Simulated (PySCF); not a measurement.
F2Ge, in a box:

```
F Ge
1.0
    11.00000    0.00000    0.00000
     0.00000   12.00000    0.00000
     0.00000    0.00000   10.00000
F Ge
2 1
Direct
  0.44148 0.40034 0.46252
  0.50544 0.60316 0.52868
  0.56088 0.46755 0.54429
```

Base run:

| Quantity | Value |
| --- | --- |
| Program | PySCF 2.14.0 |
| Functional | PBE |
| Potentials or basis | pob-tzvp-rev2 (all-electron) |
| k mesh | 1 × 1 × 1 |
| Occupations | fixed |
| Spin | no spin polarisation |

Its results: gap between the frontier levels 4.37 eV.

After a change of settings the same cell gave: gap between the frontier levels 8.85 eV. Which change was it?
A. functional from PBE to r2SCAN; dispersion from none to D3(BJ)
B. functional from PBE to CAM-B3LYP
C. functional from PBE to r2SCAN50

C.

r2SCAN50 gives the wider gap, since exact exchange removes part of the self-interaction.

Caveats: this is a molecule in a periodic box at the Γ point, so its band gap is the HOMO-LUMO gap; relativity is left out, which matters for the heavier elements; the basis of atomic orbitals isn't converged, which shifts pressures, moduli and gaps.
